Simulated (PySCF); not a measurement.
# C5H8BN: the cost of one run

The runs use PySCF 2.14.0, with density-fitted response routines of our own; the level of theory stands in each step. All values are computed, except where a source is named. Atoms are numbered from 0 throughout.

**1. The starting structure**

15 atoms, charge 0, multiplicity 1; geometry from: GFN2-xTB. The atoms were then displaced at random by about 0.01 Å, so the start is not that level's minimum.

Bonds of the start (Å): B0–N1 1.53, N1–C2 1.33, C2–C3 1.43, C3–C4 1.38, C4–C5 1.38, C5–C6 1.37, C6–N1 1.34, B0–H7 1.17, B0–H8 1.22, B0–H9 1.22, C2–H10 1.07, C3–H11 1.06, C4–H12 1.05, C5–H13 1.08, C6–H14 1.09.

**2. Geometry optimisation at PBE0-D3(BJ)/def2-SVP**

The job: settings as JSON, then the geometry in Å.

```
{"job": {"xc": "PBE0", "basis": "def2-SVP", "d3": "d3bj", "grid": 1, "shake": 0.01, "kind": "geom"}, "charge": 0, "multiplicity": 1}
B     -2.211010     0.072470     0.025590
N     -0.682710     0.023260    -0.031990
C      0.031910     1.137590    -0.093950
C      1.466240     1.129040    -0.081080
C      2.093450    -0.096900    -0.024100
C      1.327420    -1.241400     0.044150
C     -0.036080    -1.144190     0.033650
H     -2.648610    -0.900650    -0.458600
H     -2.490190     0.173430     1.209620
H     -2.579220     1.080550    -0.544500
H     -0.512950     2.060570    -0.127360
H      1.984770     2.056700    -0.118130
H      3.145980    -0.126010    -0.022330
H      1.778690    -2.215640     0.105760
H     -0.683030    -2.026220     0.076030
```

Run with:

```console
> OMP_NUM_THREADS=1 python probes_run.py task.json out
```

One launch serves the whole session: the jobs run in the order shown.

Q: Estimate the wall time and peak memory of this first job on 1 thread of Intel Xeon 6975P-C, shared host.

About 32 s, with a peak of 0.6 GiB.
